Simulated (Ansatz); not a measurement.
# C3H2F4: a spread of methods and bases

How do the results and run time of C3H2F4 respond when the settings are drawn wide?

Computed with Ansatz 0.2.0, Gaussian basis. Level: the settings change from run to run.

## Step 1: The relaxed structure

The geometry comes from an earlier relaxation with PBE0-D4 in a triple-zeta def2 set; it is a stationary point, not always the lowest conformer.

SMILES `FC1(F)CC1(F)F`, 9 atoms, charge 0, spin multiplicity 1.

Atoms are counted from 1 here; the program's logs count them from 0.

Bond lengths: F1–C2 1.333 Å, C2–F3 1.333 Å, C2–C4 1.502 Å, C2–C5 1.481 Å, C4–C5 1.502 Å, C4–H8 1.083 Å, C4–H9 1.083 Å, C5–F6 1.333 Å, C5–F7 1.333 Å. Angles: F1–C2–F3 110.8°, F1–C2–C4 119.1°, F1–C2–C5 119.6°, F3–C2–C4 119.1°, F3–C2–C5 119.6°, C4–C2–C5 60.5°, C2–C4–C5 59.1°, C2–C4–H8 117.0°, C2–C4–H9 117.0°, C5–C4–H8 117.0°, C5–C4–H9 117.0°, H8–C4–H9 117.2°, C2–C5–C4 60.5°, C2–C5–F6 119.6°, C2–C5–F7 119.6°, C4–C5–F6 119.1°, C4–C5–F7 119.1°, F6–C5–F7 110.8°.

## Step 2: r2SCAN/6-31G*

in.yaml reads:

```yaml
crystal:
  periodic: [false, false, false]
  atoms:
    - {symbol: F, position_ang: [1.689268, -0.951499, 0.189067]}
    - {symbol: C, position_ang: [0.587785, -0.474749, -0.390446]}
    - {symbol: F, position_ang: [0.543849, -0.816366, -1.677987]}
    - {symbol: C, position_ang: [-0.690455, -0.429091, 0.397006]}
    - {symbol: C, position_ang: [0.040965, 0.833211, 0.039677]}
    - {symbol: F, position_ang: [0.655806, 1.520437, 1.002013]}
    - {symbol: F, position_ang: [-0.489569, 1.655624, -0.865064]}
    - {symbol: H, position_ang: [-1.607181, -0.635004, -0.142333]}
    - {symbol: H, position_ang: [-0.642067, -0.748862, 1.430968]}
basis:
  gaussian: {orbitals: "6-31G*"}
hamiltonian: {xc: {name: r2SCAN}}
output: {forces: true}
```

Launch:

```console
$ ansatz run in.yaml --threads 4 --pin off --events-out ev --progress --plain --max-ram 10444MiB
```

The log of the run, shortened:

```text
Functional definition: r2SCAN
  name "r2SCAN"
  cite "Furness, Kaplan, Ning, Perdew & Sun, J. Phys. Chem. Lett. 11, 8208 (2020) doi:10.1021/acs.jpclett.0c02405"
  cite "Furness, Kaplan, Ning, Perdew & Sun, J. Phys. Chem. Lett. 11, 9248 (2020) doi:10.1021/acs.jpclett.0c03077"
  parent r2scan
[...]
1085 factors; their error is unknown
[...]
mean field -14002.73339113 eV, -514.5909607303 hartree, gradient 1.7e-5 eV, S^2 0.000000; 0 other end points of the search recorded, 0 dependent functions left out
[...]
reference -14002.73339496 eV, -514.5909608712 hartree; 28, 28 occupied and 81, 81 virtual orbitals, 1085 factors
Total energy: -14002.73339496 eV, -514.5909608712 hartree
Atom 0 at     1.689268    -0.951499     0.189067 Å, force     0.510178    -0.204059     0.381571 eV/Å
Atom 1 at     0.587785    -0.474749    -0.390446 Å, force    -0.145241     0.316115     0.111877 eV/Å
Atom 2 at     0.543849    -0.816366    -1.677987 Å, force    -0.119661    -0.129740    -0.645321 eV/Å
Atom 3 at    -0.690455    -0.429091     0.397006 Å, force    -0.211352    -0.127938     0.120396 eV/Å
Atom 4 at     0.040965     0.833211     0.039677 Å, force     0.124467    -0.328730    -0.099936 eV/Å
Atom 5 at     0.655806     1.520437     1.002013 Å, force     0.319956     0.250981     0.531151 eV/Å
Atom 6 at    -0.489569     1.655624    -0.865064 Å, force    -0.309968     0.325317    -0.495682 eV/Å
Atom 7 at    -1.607181    -0.635004    -0.142333 Å, force    -0.152674    -0.042898    -0.063645 eV/Å
Atom 8 at    -0.642067    -0.748862     1.430968 Å, force    -0.015707    -0.059048     0.159590 eV/Å
Dipole moment:    -0.279363    -0.169124     0.159131 e Å
```

It took 2.3 s on 4 threads of Arm Neoverse V1, shared host.

Largest force 0.669 eV/Å, dipole 1.74 D.

## Step 3: PBEsol/def2-mTZVP

This run has a point charge of 0.50 e beside it, D3(BJ) with three-body dispersion.

in.yaml: that of step 2 with these lines changed.

```diff
@@ -13,4 +13,4 @@
 basis:
-  gaussian: {orbitals: "6-31G*"}
-hamiltonian: {xc: {name: r2SCAN}}
+  gaussian: {orbitals: def2-mTZVP, point_charges: [{charge: 0.50, position_ang: [5.861, 0.329, -0.890]}]}
+hamiltonian: {xc: {name: PBEsol}, dispersion: d3bjatm}
 output: {forces: true}
```

Launched as before.

The log of the run, shortened:

```text
Functional definition: PBEsol
  name "PBEsol"
  cite "Perdew et al., Phys. Rev. Lett. 100, 136406 (2008) doi:10.1103/PhysRevLett.100.136406"
  cite "Perdew, Burke & Ernzerhof, Phys. Rev. Lett. 77, 3865 (1996) doi:10.1103/PhysRevLett.77.3865"
  parent pbesol
[...]
1212 factors; their error is unknown
[...]
mean field -13956.37526820 eV, -512.8873311355 hartree, gradient 2.1e-5 eV, S^2 0.000000; 0 other end points of the search recorded, 0 dependent functions left out
[...]
reference -13956.37529521 eV, -512.8873321278 hartree; 28, 28 occupied and 111, 111 virtual orbitals, 1212 factors
Total energy: -13956.42602843 eV, -512.8891965393 hartree
Atom 0 at     1.689268    -0.951499     0.189067 Å, force     0.796876    -0.319004     0.387396 eV/Å
Atom 1 at     0.587785    -0.474749    -0.390446 Å, force    -0.488651     0.121539     0.079928 eV/Å
Atom 2 at     0.543849    -0.816366    -1.677987 Å, force     0.014646    -0.194681    -0.708254 eV/Å
Atom 3 at    -0.690455    -0.429091     0.397006 Å, force     0.111197     0.038410    -0.047063 eV/Å
Atom 4 at     0.040965     0.833211     0.039677 Å, force    -0.207442    -0.207301    -0.001625 eV/Å
Atom 5 at     0.655806     1.520437     1.002013 Å, force     0.389283     0.372444     0.561443 eV/Å
Atom 6 at    -0.489569     1.655624    -0.865064 Å, force    -0.253161     0.397888    -0.470743 eV/Å
Atom 7 at    -1.607181    -0.635004    -0.142333 Å, force    -0.332381    -0.084940    -0.173402 eV/Å
Atom 8 at    -0.642067    -0.748862     1.430968 Å, force    -0.009827    -0.119460     0.368253 eV/Å
Dipole moment:    -0.395583    -0.194510     0.192592 e Å
```

It took 1.3 s on 4 threads of Arm Neoverse V1, shared host.

Largest force 0.942 eV/Å, dipole 2.31 D.

## Step 4: CCSD(T)/6-31G

This run has relativity set to none, 1 DIIS vectors.

in.yaml: that of step 3 with these lines changed.

```diff
@@ -13,4 +13,4 @@
 basis:
-  gaussian: {orbitals: def2-mTZVP, point_charges: [{charge: 0.50, position_ang: [5.861, 0.329, -0.890]}]}
-hamiltonian: {xc: {name: PBEsol}, dispersion: d3bjatm}
-output: {forces: true}
+  gaussian: {orbitals: 6-31G}
+hamiltonian: {xc: {name: HF}, pseudopotentials: {relativity: none}}
+correlation: {method: ccsd_t, diis_vectors: 1}
```

Launched as before.

The log of the run, shortened:

```text
Functional definition: HF
  name "HF"
  cite "Fock, Z. Phys. 61, 126 (1930) doi:10.1007/BF01340294"
  parent pbe
[...]
745 factors; integrals over basis functions are off by at most 1.9e-4 eV
[...]
mean field -13939.92746907 eV, -512.2828856660 hartree, gradient 1.5e-6 eV, S^2 0.000000; 0 other end points of the search recorded, 0 dependent functions left out
7 core orbitals not correlated: weight in the atoms' cores, before any rotation towards them, 1.000 or more for the frozen orbitals, at most 0.000 for the correlated occupied ones
reference -13939.92746907 eV, -512.2828856660 hartree; 21, 21 occupied and 39, 39 virtual orbitals, 745 factors
second order -20.04458849 eV of doubles, -0.00000000 eV of singles
cycle   1  -19.89960621 eV  change    1.4e-1 eV  update   1.1e-1
[...]
cycle  11  -20.59686552 eV  change   -1.3e-6 eV  update   1.7e-5
perturbative correction -0.44160926 eV, -0.0162288410 hartree
Total energy: -13960.96594385 eV, -513.0560353539 hartree
```

Run time: 1.6 s. Hardware: 4 threads of Arm Neoverse V1, shared host.

T1 0.011.

## Step 5: CCSD(T)/def2-mTZVP

This run has finite nuclei.

in.yaml: that of step 4 with these lines changed.

```diff
@@ -13,4 +13,4 @@
 basis:
-  gaussian: {orbitals: 6-31G}
-hamiltonian: {xc: {name: HF}, pseudopotentials: {relativity: none}}
-correlation: {method: ccsd_t, diis_vectors: 1}
+  gaussian: {orbitals: def2-mTZVP, nuclear_model: gaussian}
+hamiltonian: {xc: {name: HF}}
+correlation: {method: ccsd_t}
```

The command is unchanged.

The log of the run, shortened:

```text
Functional definition: HF
  name "HF"
  cite "Fock, Z. Phys. 61, 126 (1930) doi:10.1007/BF01340294"
  parent pbe
[...]
1185 factors; integrals over basis functions are off by at most 1.0e-3 eV
[...]
mean field -13950.06030012 eV, -512.6552603389 hartree, gradient 1.2e-6 eV, S^2 0.000000; 0 other end points of the search recorded, 0 dependent functions left out
7 core orbitals not correlated: weight in the atoms' cores, before any rotation towards them, 1.000 or more for the frozen orbitals, at most 0.000 for the correlated occupied ones
reference -13950.06030012 eV, -512.6552603389 hartree; 21, 21 occupied and 111, 111 virtual orbitals, 1185 factors
second order -31.61853090 eV of doubles, -0.00000000 eV of singles
cycle   1  -31.08691448 eV  change    5.3e-1 eV  update   1.3e-1
[...]
cycle   9  -32.02038883 eV  change   -1.7e-5 eV  update   1.5e-5
perturbative correction -1.02387960 eV, -0.0376268813 hartree
Total energy: -13983.10456855 eV, -513.8696148057 hartree
```

Wall time 31 s (4 threads of Arm Neoverse V1, shared host); peak memory 1.1 GiB.

T1 0.013.

## Step 6: B97M-V/def2-TZVPP

in.yaml: that of step 5 with these lines changed.

```diff
@@ -13,4 +13,4 @@
 basis:
-  gaussian: {orbitals: def2-mTZVP, nuclear_model: gaussian}
-hamiltonian: {xc: {name: HF}}
-correlation: {method: ccsd_t}
+  gaussian: {orbitals: def2-TZVPP}
+hamiltonian: {xc: {name: B97M-V}}
+output: {forces: true}
```

The command is unchanged.

The log of the run, shortened:

```text
Functional definition: B97M-V
  name "B97M-V"
  cite "Mardirossian & Head-Gordon, J. Chem. Phys. 142, 074111 (2015) doi:10.1063/1.4907719"
  cite "Becke, J. Chem. Phys. 107, 8554 (1997) doi:10.1063/1.475007"
  cite "Vydrov & Van Voorhis, J. Chem. Phys. 133, 244103 (2010) doi:10.1063/1.3521275"
  # Of w^i u^j: cxij and so on, Table III.
[...]
  gx(w, u) = cx00 + cx01*u + cx02*u^2 + (cx10 + cx11*u)*w
  gss(w, u) = css00 + css02*u^2 + css10*w + (css32*w^3 + css42*w^4)*u^2
  gos(w, u) = cos00 + cos01*u + cos03*u^3 + cos10*w + cos32*w^3*u^2
[...]
      + integral(e_c_pw_mod_opposite_spin*gos(b97_w_opposite, b97_u_opposite)) + vv10(b, c)
1282 factors; their error is unknown
[...]
mean field -14011.65408178 eV, -514.9187900653 hartree, gradient 2.2e-5 eV, S^2 0.000000; 0 other end points of the search recorded, 0 dependent functions left out
[...]
Total energy: -14011.65412271 eV, -514.9187915693 hartree
Atom 0 at     1.689268    -0.951499     0.189067 Å, force     0.025635    -0.034948     0.009241 eV/Å
Atom 1 at     0.587785    -0.474749    -0.390446 Å, force    -0.162351     0.291765     0.120608 eV/Å
Atom 2 at     0.543849    -0.816366    -1.677987 Å, force     0.001314    -0.032069    -0.030644 eV/Å
Atom 3 at    -0.690455    -0.429091     0.397006 Å, force    -0.101600    -0.061495     0.057876 eV/Å
Atom 4 at     0.040965     0.833211     0.039677 Å, force     0.098019    -0.330747    -0.083862 eV/Å
Atom 5 at     0.655806     1.520437     1.002013 Å, force    -0.002137     0.031567     0.031044 eV/Å
Atom 6 at    -0.489569     1.655624    -0.865064 Å, force    -0.026563     0.034423    -0.008772 eV/Å
Atom 7 at    -1.607181    -0.635004    -0.142333 Å, force     0.186074     0.038688     0.118934 eV/Å
Atom 8 at    -0.642067    -0.748862     1.430968 Å, force    -0.018392     0.062817    -0.214423 eV/Å
Dipole moment:    -0.311386    -0.188510     0.177372 e Å
```

Run time: 11 s. Hardware: 4 threads of Arm Neoverse V1, shared host.

Largest force 0.355 eV/Å, dipole 1.94 D.

## Step 7: wB97X-V/6-31G*

Options: unrestricted orbitals, atoms shaken by 0.08 Å, the search for lower states set to full.

in.yaml reads:

```yaml
crystal:
  periodic: [false, false, false]
  atoms:
    - {symbol: F, position_ang: [1.685391, -0.880549, 0.282812]}
    - {symbol: C, position_ang: [0.666142, -0.450467, -0.391855]}
    - {symbol: F, position_ang: [0.625396, -0.680784, -1.608299]}
    - {symbol: C, position_ang: [-0.748638, -0.300584, 0.528342]}
    - {symbol: C, position_ang: [-0.012150, 0.959169, 0.126214]}
    - {symbol: F, position_ang: [0.667507, 1.536488, 0.916919]}
    - {symbol: F, position_ang: [-0.627625, 1.595935, -0.854101]}
    - {symbol: H, position_ang: [-1.586255, -0.712710, -0.217885]}
    - {symbol: H, position_ang: [-0.758611, -0.696513, 1.471290]}
basis:
  gaussian: {orbitals: "6-31G*"}
magnetization: {spin_polarized: true, initial_magnetization: 0}
hamiltonian: {xc: {name: wB97X-V}}
scf: {lower_state_search: full}
```

Launched as before.

The log of the run, shortened:

```text
Functional definition: wB97X-V
  name "wB97X-V"
  cite "Mardirossian & Head-Gordon, Phys. Chem. Chem. Phys. 16, 9904 (2014) doi:10.1039/C3CP54374A"
  cite "Becke, J. Chem. Phys. 107, 8554 (1997) doi:10.1063/1.475007"
  cite "Vydrov & Van Voorhis, J. Chem. Phys. 133, 244103 (2010) doi:10.1063/1.3521275"
[...]
      + integral(e_c_pw_opposite_spin*poly(b97_u_opposite, cos0, cos1)) + vv10(b, c)
998 factors; integrals over basis functions are off by at most 1.1e-3 eV
204 factors; integrals over basis functions are off by at most 3.2e-6 eV
[...]
mean field -14002.39544330 eV, -514.5785413768 hartree, gradient 8.3e-5 eV, S^2 0.000000; 0 other end points of the search recorded, 0 dependent functions left out
reference -14002.39544249 eV, -514.5785413472 hartree; 28, 28 occupied and 81, 81 virtual orbitals, 998 factors
Total energy: -14002.39544249 eV, -514.5785413472 hartree
```

It took 8.5 s on 4 threads of Arm Neoverse V1, shared host.

⟨S²⟩ 0.000.

## Step 8: PBE/x2c-TZVPPall

This run has charge +1, multiplicity 2, restricted open-shell orbitals, atoms shaken by 0.08 Å.

in.yaml reads:

```yaml
crystal:
  periodic: [false, false, false]
  atoms:
    - {symbol: F, position_ang: [1.703592, -0.982213, 0.372039]}
    - {symbol: C, position_ang: [0.675595, -0.394182, -0.404716]}
    - {symbol: F, position_ang: [0.569673, -0.585945, -1.663888]}
    - {symbol: C, position_ang: [-0.720722, -0.334155, 0.569565]}
    - {symbol: C, position_ang: [-0.026736, 0.873334, 0.041613]}
    - {symbol: F, position_ang: [0.863656, 1.503578, 1.014187]}
    - {symbol: F, position_ang: [-0.434641, 1.649826, -0.869499]}
    - {symbol: H, position_ang: [-1.608462, -0.760413, -0.192057]}
    - {symbol: H, position_ang: [-0.727668, -0.765021, 1.472079]}
basis:
  gaussian: {orbitals: x2c-TZVPPall}
total_charge: 1
magnetization: {spin_polarized: false, initial_magnetization: 1}
hamiltonian: {xc: {name: PBE}}
output: {forces: true}
```

The command is unchanged.

The log of the run, shortened:

```text
Functional definition: PBE
  name "PBE"
  cite "Perdew, Burke & Ernzerhof, Phys. Rev. Lett. 77, 3865 (1996) doi:10.1103/PhysRevLett.77.3865"
  parent pbe
[...]
1282 factors; their error is unknown
[...]
mean field -14000.77204011 eV, -514.5188824097 hartree, gradient 1.1e-5 eV, S^2 0.750000; 2 other end points of the search recorded, 0 dependent functions left out
[...]
reference -14000.77206793 eV, -514.5188834324 hartree; 28, 27 occupied and 217, 218 virtual orbitals, 1282 factors
Total energy: -14000.77206793 eV, -514.5188834324 hartree
Relativity: scalar
Atom 0 at     1.703592    -0.982213     0.372039 Å, force    -2.339923     1.562187    -2.807326 eV/Å
Atom 1 at     0.675595    -0.394182    -0.404716 Å, force     2.480328    -3.031646     2.135480 eV/Å
Atom 2 at     0.569673    -0.585945    -1.663888 Å, force     0.786260    -0.926787    -0.138975 eV/Å
Atom 3 at    -0.720722    -0.334155     0.569565 Å, force    -2.682215     1.607414    -7.431263 eV/Å
Atom 4 at    -0.026736     0.873334     0.041613 Å, force     1.224297     1.035033     5.731599 eV/Å
Atom 5 at     0.863656     1.503578     1.014187 Å, force    -1.879652    -0.923368    -2.136209 eV/Å
Atom 6 at    -0.434641     1.649826    -0.869499 Å, force    -0.546074     0.890295    -0.984303 eV/Å
Atom 7 at    -1.608462    -0.760413    -0.192057 Å, force     2.164944     1.162129     1.827610 eV/Å
Atom 8 at    -0.727668    -0.765021     1.472079 Å, force     0.792035    -1.375258     3.803387 eV/Å
Dipole moment:    -0.610892    -0.481896     0.047170 e Å
```

Run time: 6 s. Hardware: 4 threads of Arm Neoverse V1, shared host.

Largest force 8.062 eV/Å.

## Step 9: PBE0-DH/x2c-TZVPPall

Set apart from the defaults: density fitting with cc-pVTZ-jkfit, relativity set to scalar.

in.yaml reads:

```yaml
crystal:
  periodic: [false, false, false]
  atoms:
    - {symbol: F, position_ang: [1.689268, -0.951499, 0.189067]}
    - {symbol: C, position_ang: [0.587785, -0.474749, -0.390446]}
    - {symbol: F, position_ang: [0.543849, -0.816366, -1.677987]}
    - {symbol: C, position_ang: [-0.690455, -0.429091, 0.397006]}
    - {symbol: C, position_ang: [0.040965, 0.833211, 0.039677]}
    - {symbol: F, position_ang: [0.655806, 1.520437, 1.002013]}
    - {symbol: F, position_ang: [-0.489569, 1.655624, -0.865064]}
    - {symbol: H, position_ang: [-1.607181, -0.635004, -0.142333]}
    - {symbol: H, position_ang: [-0.642067, -0.748862, 1.430968]}
basis:
  gaussian: {orbitals: x2c-TZVPPall, fitting: {mean_field: cc-pVTZ-jkfit}}
hamiltonian: {xc: {name: PBE0-DH}, pseudopotentials: {relativity: scalar}}
```

Same command.

The log of the run, shortened:

```text
Functional definition: PBE0-DH
  name "PBE0-DH"
  cite "Brémond & Adamo, J. Chem. Phys. 135, 024106 (2011) doi:10.1063/1.3604569"
  cite "Perdew, Burke & Ernzerhof, Phys. Rev. Lett. 77, 3865 (1996) doi:10.1103/PhysRevLett.77.3865"
[...]
613 factors; integrals over basis functions are off by at most 8.3e-1 eV
[...]
mean field -14006.16385430 eV, -514.7170279267 hartree, gradient 1.7e-6 eV, S^2 0.000000; 0 other end points of the search recorded, 0 dependent functions left out
7 core orbitals not correlated: weight in the atoms' cores, before any rotation towards them, 1.000 or more for the frozen orbitals, at most 0.000 for the correlated occupied ones
reference -14006.16386734 eV, -514.7170284058 hartree; 21, 21 occupied and 217, 217 virtual orbitals, 613 factors
second order -47.74491101 eV of doubles, -0.00000000 eV of singles
Total energy: -14012.13198121 eV, -514.9363525454 hartree
Relativity: scalar
```

Run time: 3.6 s. Hardware: 4 threads of Arm Neoverse V1, shared host.

## Step 10: HSE06/x2c-TZVPPall

This run has a grid of angular degree 23, D3(BJ) dispersion, high accuracy.

in.yaml: that of step 9 with these lines changed.

```diff
@@ -13,3 +13,5 @@
 basis:
-  gaussian: {orbitals: x2c-TZVPPall, fitting: {mean_field: cc-pVTZ-jkfit}}
-hamiltonian: {xc: {name: PBE0-DH}, pseudopotentials: {relativity: scalar}}
+  gaussian: {orbitals: x2c-TZVPPall, final_grid: {core_spheres: 8, valence_spheres: 7, degree: 23}}
+hamiltonian: {xc: {name: HSE06}, dispersion: d3bj}
+accuracy: high
+output: {forces: true}
```

Launched as before.

The log of the run, shortened:

```text
Functional definition: HSE06
  name "HSE06"
  cite "Heyd, Scuseria & Ernzerhof, J. Chem. Phys. 118, 8207 (2003) doi:10.1063/1.1564060"
  cite "Krukau, Vydrov, Izmaylov & Scuseria, J. Chem. Phys. 125, 224106 (2006) doi:10.1063/1.2404663"
  cite "Heyd & Scuseria, J. Chem. Phys. 120, 7274 (2004) doi:10.1063/1.1668634"
  cite "Ernzerhof & Perdew, J. Chem. Phys. 109, 3313 (1998) doi:10.1063/1.476928"
  cite "Perdew, Burke & Ernzerhof, Phys. Rev. Lett. 77, 3865 (1996) doi:10.1103/PhysRevLett.77.3865"
  parent pbe
[...]
  # The whole range is PBE's own exchange, as in plane waves. The composition of these papers is wPBEh.
[...]
4266 factors; integrals over basis functions are off by at most 2.8e-8 eV
92 factors; integrals over basis functions are off by at most 1.6e-9 eV
[...]
Total energy: -14011.88795726 eV, -514.9273848306 hartree
Relativity: scalar
Atom 0 at     1.689268    -0.951499     0.189067 Å, force     0.005627    -0.005576    -0.001541 eV/Å
Atom 1 at     0.587785    -0.474749    -0.390446 Å, force     0.008993     0.003238    -0.005396 eV/Å
Atom 2 at     0.543849    -0.816366    -1.677987 Å, force     0.003675    -0.005333    -0.004971 eV/Å
Atom 3 at    -0.690455    -0.429091     0.397006 Å, force    -0.064220    -0.038866     0.036586 eV/Å
Atom 4 at     0.040965     0.833211     0.039677 Å, force     0.007632     0.006789    -0.003971 eV/Å
Atom 5 at     0.655806     1.520437     1.002013 Å, force     0.000136     0.007639     0.002730 eV/Å
Atom 6 at    -0.489569     1.655624    -0.865064 Å, force    -0.001920     0.007854    -0.000633 eV/Å
Atom 7 at    -1.607181    -0.635004    -0.142333 Å, force     0.033045     0.010588     0.009833 eV/Å
Atom 8 at    -0.642067    -0.748862     1.430968 Å, force     0.007032     0.013667    -0.032637 eV/Å
Dipole moment:    -0.326442    -0.197626     0.185949 e Å
```

Wall time 17 s (4 threads of Arm Neoverse V1, shared host); peak memory 1.8 GiB.

Largest force 0.084 eV/Å, dipole 2.04 D.

## Step 11: All runs side by side

```tsv
level	charge	multiplicity	geometry	functions	energy (eV)	time
r2SCAN/6-31G*	0	1	relaxed	109	-14002.733	2.3 s
PBEsol/def2-mTZVP	0	1	relaxed, point charge	139	-13956.426	1.3 s
CCSD(T)/6-31G	0	1	relaxed	67	-13960.966	1.6 s
CCSD(T)/def2-mTZVP	0	1	relaxed	139	-13983.105	31 s
B97M-V/def2-TZVPP	0	1	relaxed	245	-14011.654	11 s
wB97X-V/6-31G*	0	1	shaken	109	-14002.395	8.5 s
PBE/x2c-TZVPPall	1	2	shaken	245	-14000.772	6 s
PBE0-DH/x2c-TZVPPall	0	1	relaxed	245	-14012.132	3.6 s
HSE06/x2c-TZVPPall	0	1	relaxed	245	-14011.888	17 s
```

## Step 12: Outcome

| quantity | value |
| --- | --- |
| runs | 9 |
| quickest | PBEsol/def2-mTZVP, 1.3 s |
| slowest | CCSD(T)/def2-mTZVP, 31 s |
| spread of total energies, same state and geometry | 51.2 eV |
| dipole, same state and geometry | 1.74 to 2.04 D |

In words: Run time spans a factor of 24, from PBEsol/def2-mTZVP to CCSD(T)/def2-mTZVP. The jobs differ in tasks and options as well as level. Total energies at one charge and spin differ by 51 eV between levels, so only differences within one level mean anything. At the PBE0-D4/def2-TZVP geometry and in the same state, runs without warnings or point charges leave forces up to 0.67 eV/Å (r2SCAN/6-31G*). At that geometry and state the dipole changes by 17 % between the lowest and highest value.
